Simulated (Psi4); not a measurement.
# InF (SMILES [F][In]): CCSD/def2-TZVPP (core potential, sweep point 4)

What is the vertical ionisation energy of InF at CCSD/def2-TZVPP (core potential, sweep point 4)? Input form: a Python script.

The results are computed with Psi4 1.11.

**1. The system as given**

InF: 2 atoms, total charge 0, spin state singlet. SMILES: `[F][In]`. The shape comes from GFN2-xTB, which is rough for such elements, and wasn't checked as a minimum.

Bond lengths: F1–In2 2.025 Å.

**2. The energy at CCSD/def2-TZVPP (core potential, sweep point 4)**

run.py reads:

```python
import psi4

psi4.set_memory('1600 MB')
psi4.set_num_threads(1)
psi4.set_output_file('psi4.out', False)

m = psi4.geometry("""
0 1
F      0.00000000     0.00000000     0.00000000
In     0.00000000     0.00000000     3.82762137
units au
symmetry c1
""")

psi4.set_options({
    'puream': True,
    'scf_type': 'pk',
    'num_frozen_docc': 5,
})

energy_value = psi4.energy('ccsd/def2-TZVPP')
print(f'ccsd/def2-TZVPP energy: {energy_value:.10f} Eh')
for k, v in sorted(psi4.core.scalar_variables().items()):
    print(f'{k:45s} {v:18.10f}')
```

On the command line:

```
$ python run.py
```

psi4.out, shortened:

```text
[...]
    !!!  WARNING: ECP capability is in beta. Please check occupations closely.  !!!
[...]
  Running in c1 symmetry.
[...]
  Nuclear repulsion =   49.377924755394496
[...]
  Multiplicity = 1
[...]
  Nalpha       = 15
  Nbeta        = 15
[...]
    Number of basis functions: 81
[...]
   @RHF iter   1:  -288.63724636594145   -1.43123e+00   7.00258e-03 ADIIS/DIIS
[...]
   @RHF iter  11:  -288.75528696536338   -1.18234e-11   4.66510e-09 DIIS
[...]
    Orbital Energies [Eh]
    ---------------------
    Doubly Occupied:
       1A    -26.173410     2A     -5.385957     3A     -3.642257
       4A     -3.642257     5A     -3.634360     6A     -1.442668
       7A     -1.029757     8A     -1.029757     9A     -1.022344
      10A     -1.022344    11A     -1.020012    12A     -0.570626
      13A     -0.531583    14A     -0.531583    15A     -0.353891
[...]
  @RHF Final Energy:  -288.75528696536338
   => Energetics <=
    Nuclear Repulsion Energy =             49.3779247553944955
    One-Electron Energy =                -574.2008173515584986
    Two-Electron Energy =                 236.0676056308006707
    Total Energy =                       -288.7552869653633252
[...]
 Multipole Moments:
 ------------------------------------------------------------------------------------
     Multipole            Electronic (a.u.)      Nuclear  (a.u.)        Total (a.u.)
 ------------------------------------------------------------------------------------
 L = 1.  Multiply by 2.5417464519 to convert [e a0] to [Debye]
 Dipole X            :          0.0000001            0.0000000            0.0000001
 Dipole Y            :         -0.0000000            0.0000000           -0.0000000
 Dipole Z            :         19.5412592          -18.1564068            1.3848524
 Magnitude           :                                                    1.3848524
[...]
      * MP2 total energy                      = -289.278511260041512
[...]
      * CCSD total energy                     = -289.270377053406435
```

The script printed:

```text
ccsd/def2-TZVPP energy: -289.2703770534 Eh
CC D1 DIAGNOSTIC                                    0.0511978086
CC D2 DIAGNOSTIC                                    0.1894425701
CC NEW D1 DIAGNOSTIC                                0.0511978086
CC T1 DIAGNOSTIC                                    0.0180248182
CCSD CORRELATION ENERGY                            -0.5150900880
CCSD DOUBLES ENERGY                                -0.5150900880
CCSD ITERATIONS                                    16.0000000000
CCSD OPPOSITE-SPIN CORRELATION ENERGY              -0.3717572782
CCSD SAME-SPIN CORRELATION ENERGY                  -0.1433328099
CCSD SINGLES ENERGY                                 0.0000000000
CCSD TOTAL ENERGY                                -289.2703770534
CURRENT CORRELATION ENERGY                         -0.5150900880
CURRENT ENERGY                                   -289.2703770534
CURRENT REFERENCE ENERGY                         -288.7552869654
DD SOLVATION ENERGY                                 0.0000000000
HF KINETIC ENERGY                                 172.9548756200
HF POTENTIAL ENERGY                              -461.7101625854
HF TOTAL ENERGY                                  -288.7552869654
HF VIRIAL RATIO                                     2.6695411791
MP2 CORRELATION ENERGY                             -0.5232242947
MP2 DOUBLES ENERGY                                 -0.5232242947
MP2 OPPOSITE-SPIN CORRELATION ENERGY               -0.3631923213
MP2 SAME-SPIN CORRELATION ENERGY                   -0.1600319734
MP2 SINGLES ENERGY                                 -0.0000000000
MP2 TOTAL ENERGY                                 -289.2785112600
NUCLEAR REPULSION ENERGY                           49.3779247554
ONE-ELECTRON ENERGY                              -574.2008173516
PCM POLARIZATION ENERGY                             0.0000000000
PE ENERGY                                           0.0000000000
SCF ITERATION ENERGY                             -288.7552869654
SCF ITERATIONS                                     11.0000000000
SCF TOTAL ENERGY                                 -288.7552869654
TWO-ELECTRON ENERGY                               236.0676056308
```

Wall time 11 s (1 thread of Intel Xeon 6975P-C (Granite Rapids), shared host); peak memory 0.48 GiB.

**3. The doublet cation, same level**

calc.py reads:

```python
import psi4

psi4.set_memory(1600000000)
psi4.set_num_threads(1)
psi4.core.set_output_file('psi4.out', False)

mol = psi4.geometry("""
1 2
F      0.00000000     0.00000000     0.00000000
In     0.00000000     0.00000000     3.82762137
units au
symmetry c1
""")

psi4.set_options({
    'reference': 'uhf',
    'puream': True,
    'scf_type': 'pk',
    'num_frozen_docc': 5,
    'maxiter': 150,
})

energy_value = psi4.energy('ccsd/def2-TZVPP')
print(f'total energy {energy_value:.8f} hartree = {energy_value * 27.211386:.5f} eV')
```

On the command line:

```
$ python calc.py
```

psi4.out, shortened:

```text
[...]
    !!!  WARNING: ECP capability is in beta. Please check occupations closely.  !!!
[...]
  Running in c1 symmetry.
[...]
  Nuclear repulsion =   49.377924755394496
[...]
  Multiplicity = 2
[...]
  Nalpha       = 15
  Nbeta        = 14
[...]
    Number of basis functions: 81
[...]
   @UHF iter   1:  -288.31109878757974   -1.10509e+00   6.36275e-03 ADIIS/DIIS
[...]
   @UHF iter  16:  -288.42375703300087   -3.06954e-12   3.51633e-09 DIIS
[...]
   @S^2 Observed:                7.922404699E-01
[...]
    Orbital Energies [Eh]
    ---------------------
    Alpha Occupied:
       1A    -26.483427     2A     -5.703973     3A     -3.959683
       4A     -3.959683     5A     -3.951908     6A     -1.749610
       7A     -1.346547     8A     -1.346547     9A     -1.339491
      10A     -1.339491    11A     -1.337727    12A     -0.888137
      13A     -0.821765    14A     -0.821765    15A     -0.672743
    Alpha Virtual:
      16A     -0.211185    17A     -0.211185    18A     -0.133727
      19A     -0.029161    20A     -0.029161    21A     -0.015921
      22A      0.039087    23A      0.039087    24A      0.048682
      25A      0.074723    26A      0.074723    27A      0.120061
[...]
  @UHF Final Energy:  -288.42375703300087
   => Energetics <=
    Nuclear Repulsion Energy =             49.3779247553944955
    One-Electron Energy =                -565.1558087741811960
    Two-Electron Energy =                 227.3541269857858538
    Total Energy =                       -288.4237570330008680
  UHF NO Occupations:
  HONO-2 :   13  A 1.9997714
  HONO-1 :   14  A 1.9797495
[...]
 Multipole Moments:
 ------------------------------------------------------------------------------------
     Multipole            Electronic (a.u.)      Nuclear  (a.u.)        Total (a.u.)
 ------------------------------------------------------------------------------------
 L = 1.  Multiply by 2.5417464519 to convert [e a0] to [Debye]
 Dipole X            :          0.0000000            0.0000000            0.0000000
 Dipole Y            :          0.0000000            0.0000000            0.0000000
 Dipole Z            :         19.9910173          -18.1564068            1.8346104
 Magnitude           :                                                    1.8346104
[...]
      * MP2 total energy                      = -288.904519358971243
[...]
      * CCSD total energy                     = -288.901217910461185
```

Standard output:

```text
total energy -288.90121791 hartree = -7861.40256 eV
```

It took 39 s on 1 thread of Intel Xeon 6975P-C (Granite Rapids), shared host; peak memory 0.5 GiB.

**4. Results**

Level: CCSD/def2-TZVPP (core potential, sweep point 4), 5 core orbitals frozen.

| quantity | value |
| --- | --- |
| singlet InF: total energy | -289.27038 Eh |
| singlet InF: HOMO energy (Hartree–Fock orbitals) | -9.63 eV |
| singlet InF: LUMO energy (Hartree–Fock orbitals) | 0.51 eV |
| singlet InF: HOMO–LUMO gap (Hartree–Fock orbitals) | 10.14 eV |
| singlet InF: correlation energy (5 core orbitals frozen) | -515.1 mEh |
| singlet InF: T1 diagnostic | 0.018 |
| doublet cation: total energy | -288.90122 Eh |
| doublet cation: HOMO energy (Hartree–Fock orbitals) (highest over α and β) | -18.31 eV |
| doublet cation: LUMO energy (Hartree–Fock orbitals) (lowest over α and β) | -8.33 eV |
| doublet cation: correlation energy (5 core orbitals frozen) | -477.5 mEh |
| doublet cation: ⟨S²⟩ of the reference determinant | 0.792 |
| doublet cation: T1 diagnostic | 0.032 |
| vertical ionisation energy (to the doublet cation) | 10.045 eV |

What this shows: The vertical ionisation energy comes to 10.05 eV (232 kcal/mol).
